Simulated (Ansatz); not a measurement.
# Cu (P6_3/mmc): relaxation of cell and ions from a Python script

Aim: a relaxation of cell and ions, for Cu (P6_3/mmc), run from a script.

This is Cu in the hcp structure; at room conditions it is fcc.

All numbers are computed with the Python package of Ansatz 0.2.0. Level of theory: DFT r2SCAN, plane waves, PAW.

## Step 1: The structure

Symmetry: P6_3/mmc, No. 194, hexagonal system. Conventional cell: a = 2.534 Å, b = 2.534 Å, c = 4.113 Å, α = 90.00°, β = 90.00°, γ = 120.00°. Around Cu (site symmetry -6m2) lie 12 Cu at 2.52 to 2.53 Å.

The script reads POSCAR:

```text
Cu
1.0
   2.53409667    0.00000000    0.00000000
  -1.26704833    2.19459209    0.00000000
   0.00000000    0.00000000    4.11257100
Cu
2
Direct
   0.33333333    0.66666667    0.25000000
   0.66666667    0.33333333    0.75000000
```

## Step 2: The code

The input, vcrelax_cu.py:

```python
"""Relax cell and ions of Cu."""

from pathlib import Path
import warnings

import ansatz
from ase import Atoms
from ase.data import atomic_numbers
from ase.io import read
from ase.neighborlist import neighbor_list
import matplotlib.pyplot as plt
import numpy as np
import spglib

def edges_and_angles(cell):
    cell = np.asarray(cell)
    a, b, c = np.linalg.norm(cell, axis=1)
    cosines = cell[1] @ cell[2] / (b * c), cell[0] @ cell[2] / (a * c), cell[0] @ cell[1] / (a * b)
    return (a, b, c, *np.degrees(np.arccos(cosines)))


def main() -> None:
    warnings.simplefilter("ignore", ansatz.DeckWarning)

    atoms = read("POSCAR", format="vasp")
    cell = ansatz.Crystal.from_ase(atoms)

    # every cell quantity that the symmetry leaves free
    setup = (
        cell.calculation()
        .functional("r2scan")
        .pseudopotentials("paw")
        .basis(41 * ansatz.Ry)
        .kpoints(spacing=0.22)
        .occupations("fermi_dirac")
        .relax(cell=True)
        .density_of_states(energy_step=0.05, projected=True)
        .density()
        .electron_localization_function()
        .output_files(volumetric_format="npy")
    )
    steps = []


    def collect(event):
        if event["event"] == "relax_step":
            steps.append(event["data"])


    outcome = setup.session().plan().execute(on_event=collect)
    r = outcome.report
    print("step   energy (eV)     max comp. (eV/A)   P (GPa)  SCF")
    for s in steps:
        print(f"{s['step']:4d} {s['lagrangian_ev']:15.5f} {s['allowed_force_max_ev_ang']:12.4f} {s['pressure_gpa']:10.3f} {s['n_scf']:5d}")

    first, last = steps[0], steps[-1]
    symbols = [site.symbol for site in outcome.lattice.sites]
    print(f"energy gained {first['lagrangian_ev'] - last['lagrangian_ev']:.4f} eV in {len(steps) - 1} steps")
    for label, vectors in (("before", first["cell_ang"]), ("after", outcome.lattice.cell_ang)):
        print(label, "a b c (A) {:.4f} {:.4f} {:.4f}  angles {:.2f} {:.2f} {:.2f}".format(*edges_and_angles(vectors)), f" V = {abs(np.linalg.det(vectors)):.3f} A^3")
    print("final stress xx yy zz (GPa, compression positive):", np.round(np.diag(r["stress_gpa"]), 3) + 0.0)

    fractions = [site.position_frac for site in outcome.lattice.sites]
    numbers = [atomic_numbers[s] for s in symbols]
    for tolerance in (1e-3, 1e-2, 1e-1):
        print(f"space group at {tolerance} A:", spglib.get_spacegroup((outcome.lattice.cell_ang, fractions, numbers), symprec=tolerance))

    final = Atoms(symbols, positions=last["positions_ang"], cell=outcome.lattice.cell_ang, pbc=True)
    i, j, d = neighbor_list("ijd", final, 4.5)
    print("neighbours within 1.1 times the shortest distance of each atom (A)")
    for atom in range(len(final)):
        near = [m for m in np.argsort(d) if i[m] == atom]
        shell = [m for m in near if d[m] < 1.1 * d[near[0]]]
        print(f"{symbols[atom]}{atom} ({len(shell)}):", ", ".join(f"{symbols[j[m]]} {d[m]:.3f}" for m in shell))

    print(f"free energy      {r['free_energy_ev']:.5f} eV")
    print(f"per atom         {r['free_energy_ev'] / len(outcome.lattice.sites):.5f} eV")
    print(f"SCF iterations   {r['n_iterations']}  (converged: {r['converged']})")

    dos = outcome.density_of_states()
    energy = np.asarray(dos.energies_ev) - dos.fermi_ev
    projected = outcome.projected_density_of_states()
    fig, ax = plt.subplots(figsize=(5, 3.4))
    for name in sorted({site.species for site in projected.sites}):
        curve = sum(np.sum(part.g_bin_mean_per_ev, axis=0) for site in projected.sites if site.species == name for shell in site.shells for part in shell.curves)
        ax.plot(energy, curve, label=name)
        window = (energy > -4) & (energy <= 0)
        print(f"{name}: {curve[window].sum() * (energy[1] - energy[0]):.3f} projected states in the 4 eV under E_F")
    ax.set(xlim=(-8, 6), xlabel="E - E_F (eV)", ylabel="states/eV")
    ax.legend()
    fig.savefig("pdos.png", dpi=100)

    # ELF is 0.5 in a uniform gas and nears 1 where pairs localise
    folder = Path(outcome.write_results("elf"))
    elf = np.load(folder / "elf.npy")
    peak = np.unravel_index(elf.argmax(), elf.shape)
    print(f"largest ELF {elf.max():.3f} at grid fractions", np.round(np.array(peak) / elf.shape, 3))
    for level in (0.2, 0.5, 0.7, 0.8, 0.9):
        print(f"share of the cell with ELF over {level}: {np.mean(elf > level):.3f}")


if __name__ == "__main__":
    main()
```

## Step 3: The input behind the calls

The engine receives this input:

```yaml
crystal:
  lattice:
    - [2.53409667, 0.0, 0.0]
    - [-1.26704833, 2.19459209, 0.0]
    - [0.0, 0.0, 4.112571]
  atoms:
    - { symbol: Cu, position: [0.33333333, 0.66666667, 0.25] }
    - { symbol: Cu, position: [0.66666667, 0.33333333, 0.75] }
basis:
  ecutwfc: 557.833418042754
kpoints:
  mp_grid:
    kspacing: 0.22
hamiltonian:
  xc: r2scan
  pseudopotentials:
    kind: paw
scf:
  occupations:
    method: fermi_dirac
relax:
  cell: {}
output:
  write_density: true
  volumetric_format: npy
  elf: true
  dos:
    de: 0.05
    projected: true
```

## Step 4: Running it

Launch:

```console
$ python vcrelax_cu.py
```

Q: Predict the main results. Wanted: free energy; moves of the relaxation; energy gained; last largest force component; relaxed conventional cell; space group at the end.

As calculated:

```
                                         quantity                                                                       value
                                      free energy                                         -13262.4644 eV (-6631.2322 eV/atom)
                          moves of the relaxation                                                                           3
energy gained (ahead of the last change of basis)                                                                0.2 meV/atom
                     last largest force component                                                                 0.0000 eV/Å
                        relaxed conventional cell  a = 2.530 Å, b = 2.530 Å, c = 4.135 Å, α = 90.00°, β = 90.00°, γ = 120.00°
                           space group at the end                                                                    P6_3/mmc
```

In words: The volume grew by 0.2 % over 3 moves, and the space group stayed P6_3/mmc. Caveats:
- Forces vanish by symmetry, so the ions can't move, and the end may be a saddle.
- For a metal this k-point mesh is coarse: on a finer one energies can move by several to tens of meV an atom and pressures by half a GPa or more, differences at one mesh by less.
- Projections exist only for the shells that the potentials hold, some of them semicore, and samples at single energies can miss narrow peaks.
- Energies along a relaxation are free energies. Rows at an unchanged volume are solved on a plane-wave basis chosen afresh for that cell, so the energy jumps there and such rows are no steps of the walk.
- The fields are valence quantities on the plane-wave grid; their values near the nuclei depend on the potentials.
- This isn't the structure that Cu takes at ambient conditions.
- The computed bands are complete only to about 7.8 eV above the Fermi level; beyond that the density of states is undercounted.
